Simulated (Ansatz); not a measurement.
# Mg3S2O: the cost of one run

Program: Ansatz 0.2.0. Level of theory: DFT PBE, scalar-relativistic, plane waves, PAW. These are calculated values, not measurements.

## 1. The structure to begin with

The structure is hexagonal, space group P6/mmm (No. 191). The conventional cell has a = 5.945 Å, b = 5.945 Å, c = 3.217 Å, α = 90.00°, β = 90.00°, γ = 120.00°. Mg (site symmetry mmm) has 4 S at 2.35 Å and 6 Mg at 2.97 to 3.22 Å and 4 O at 3.38 Å in its first shell of neighbours. Around S (site symmetry -6m2) lie 6 Mg at 2.35 Å. O (site symmetry 6/mmm) is surrounded by 2 O at 3.22 Å and 12 Mg at 3.38 Å and 6 S at 3.43 Å.

Structure file:

```
CELL_PARAMETERS angstrom
5.94530 0.00000 0.00000
-2.97265 5.14878 0.00000
0.00000 0.00000 3.21737
ATOMIC_POSITIONS crystal
Mg 0.50000 0.00000 0.50000
Mg 0.50000 0.50000 0.50000
Mg 0.00000 0.50000 0.50000
S 0.33333 0.66667 0.00000
S 0.66667 0.33333 0.00000
O 0.00000 0.00000 0.00000
```

The cell is invented: species swapped into a database cell of CeB2Ru3 (P6/mmm, No. 191), with O on the Ce sites, S on the B sites and Mg on the Ru sites. The dimensions are guesses.

## 2. The guess as it stands, on a coarse mesh

input.yaml reads:

```yaml
crystal:
  lattice:
    - [5.94530044, 0.0, 0.0]
    - [-2.97265022, 5.14878121, 0.0]
    - [0.0, 0.0, 3.21736808]
  atoms:
    - { symbol: Mg, position: [0.5, 0.0, 0.5] }
    - { symbol: Mg, position: [0.5, 0.5, 0.5] }
    - { symbol: Mg, position: [0.0, 0.5, 0.5] }
    - { symbol: S, position: [0.33333333, 0.66666667, 0.0] }
    - { symbol: S, position: [0.66666667, 0.33333333, 0.0] }
    - { symbol: O, position: [0.0, 0.0, 0.0] }
basis:
  ecutwfc: 420
kpoints:
  mp_grid: { grid: [3, 3, 6] }
hamiltonian:
  xc: pbe
scf:
  occupations: { method: gaussian, width: 0.1 }
  lower_state_search: "off"
output:
  forces: true
  stress: true
  eigenvalues: true
```

The run is started by

```console
ansatz run input.yaml --threads 1 --pin off --max-ram 2560MiB --backend cpu --events-out ev --progress --plain --runs-dir out
```

What time and memory should one allow on 1 thread of Intel Xeon at 2.50GHz (Skylake/Cascade Lake), shared host?

About 5.3 s, with a peak of 0.36 GiB.
